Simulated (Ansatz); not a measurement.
# InH₃+ (doublet): from Hartree-Fock to the top rungs at angle H3–In1–H4 = 101.6°, def2-SVP

One table from this session's results is given with a row withheld; the runs are named, their logs left out.

Program: Ansatz 0.2.0, Gaussian basis. Level of theory: def2-SVP, core rule «outside noble gas», up to 9 orbitals frozen. These are calculated values, not measurements.

To be run: UHF; CCSD(T) on ROHF; CCSD(T) on UHF; BCCD(T) on ROHF; CISD; CCSDT(Q) on ROHF; CCSDT(Q) on UHF; CASSCF and MRCISD+Q, 3 electrons in 3 orbitals; CASSCF and NEVPT2, 3 electrons in 3 orbitals; Full CI.

32 further runs of the same task are left out: 16 for a known fault of the program, 2 for a mislabelled method, 11 that didn't finish, 3 set aside as unsound or not needed.

## The geometry

The geometry derives from a PBE0/def2-TZVP stationary point (not a proven minimum). One angle is set to the value named; bond lengths are kept. No spin-orbit coupling is included. Elements past krypton take def2 core potentials.

4 atoms, charge 1, spin multiplicity 2.

Atoms are counted from 1 here; the program's logs count them from 0.

Bond lengths: In1–H3 1.669 Å, In1–H4 1.668 Å. Angles: H3–In1–H4 101.6°.

Set-up of the first run:

Contents of in.yaml:

```yaml
crystal:
  periodic: [false, false, false]
  atoms:
    - {symbol: In, position_ang: [0.000000, -0.002084, 0.000072]}
    - {symbol: H, position_ang: [0.000000, 2.349755, -0.068916]}
    - {symbol: H, position_ang: [0.000000, -1.093413, -1.262039]}
    - {symbol: H, position_ang: [0.000000, -1.018899, 1.322793]}
basis:
  gaussian: {orbitals: def2-SVP}
total_charge: 1
magnetization: {spin_polarized: true, initial_magnetization: 1}
hamiltonian: {xc: hf}
output: {orbitals: {seedname: orbitals}}
```

Launch:

```bash
ansatz run in.yaml --threads 1 --pin off --events-out ev --progress --plain --max-ram 2393MiB
```

Among the steps run: UHF; CCSD(T) on ROHF; CCSD(T) on UHF; BCCD(T) on ROHF; CISD; CCSDT(Q) on ROHF; CCSDT(Q) on UHF; CASSCF and MRCISD+Q, 3 electrons in 3 orbitals; CASSCF and NEVPT2, 3 electrons in 3 orbitals; Full CI.

One table of the session follows, with a row left open; its other results are not shown here.

| method | from FCI (kcal/mol) |
| --- | --- |
| ROHF | ? |
| UHF | +44.22 |
| RMP2 | +12.74 |
| UMP2 | +12.66 |
| RCCSD | +0.81 |
| UCCSD | +0.79 |
| RCCSD(T) | +0.23 |
| UCCSD(T) | +0.21 |
| BCCD(T) | +0.23 |
| RCCSDT | -0.01 |
| UCCSDT | -0.03 |
| RCCSDT(Q) | -0.02 |
| UCCSDT(Q) | -0.04 |
| CASSCF pair | +31.32 |
| NEVPT2 pair | +10.00 |
| MRCISD pair | +0.79 |
| MRCISD+Q pair | -0.54 |
| FCI | 0 |

Estimate the missing values for ROHF.

**Answer.** from FCI (kcal/mol): +44.44. In the column «from FCI (kcal/mol)» it is the highest.

Not comparable, so not listed: CISD (they don't share determinant, frozen orbitals or solution with the rows shown, or repeat one).

Limits of these values: MRCISD+Q pair falls below full CI: the +Q correction isn't variational, and the cores differ from full CI's. Levels on UHF freeze UHF's core orbitals, full CI those of ROHF, so the U rows can settle a little off it for that reason alone. Restricted and unrestricted rows rest on different reference determinants; where their highest levels disagree by more than a few hundredths of an eV, they describe different states and don't form one ladder.
